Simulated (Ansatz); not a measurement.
# F2IrO: the cost of one run

Computed with Ansatz 0.2.0 (the levels named in each step, unless a step's input says otherwise).

### Step 1. Starting point

Bond lengths: O1–Ir2 1.641 Å, Ir2–F3 1.810 Å, Ir2–F4 1.810 Å. Angles: O1–Ir2–F3 119.2°, O1–Ir2–F4 119.2°, F3–Ir2–F4 121.6°.

Structure file:

```xyz
4

O    -0.1275    1.6661   -0.0032
Ir   -0.0023    0.0295   -0.0001
F     1.6413   -0.7294   -0.0053
F    -1.5100   -0.9725    0.0086
```

### Step 2. A rough first relaxation, PBE-D4/def2-SVP

This run stands in another session on the same molecule. It ended at:

```xyz
4

O    -0.1323    1.7243   -0.0039
Ir   -0.0031    0.0422    0.0013
F     1.6779   -0.7624   -0.0058
F    -1.5410   -1.0103    0.0083
```

### Step 3. Relaxation, r2SCAN-D4/def2-TZVPP

input.yaml reads:

```yaml
crystal:
  periodic: [false, false, false]
  atoms:
    - { symbol: O, position_ang: [-0.13226726, 1.72433612, -0.00386564] }
    - { symbol: Ir, position_ang: [-0.00309618, 0.04219718, 0.00133458] }
    - { symbol: F, position_ang: [1.67787804, -0.76236313, -0.00583762] }
    - { symbol: F, position_ang: [-1.5410046, -1.01032017, 0.00833868] }
magnetization:
  spin_polarized: true
  initial_magnetization: 1
basis:
  gaussian: { orbitals: def2-TZVPP }
hamiltonian:
  xc: r2scan
  dispersion: d4
relax:
  f_tol: 0.002
  max_steps: 150
```

Command:

```bash
> ansatz run input.yaml --threads 4 --pin off --max-ram 10240MiB --backend cpu --events-out ev --progress --plain --runs-dir out
```

Q: Estimate wall time and peak memory on 4 threads of Intel Xeon Platinum 8488C (Sapphire Rapids), shared host.

About 17 s, with a peak of 0.34 GiB.
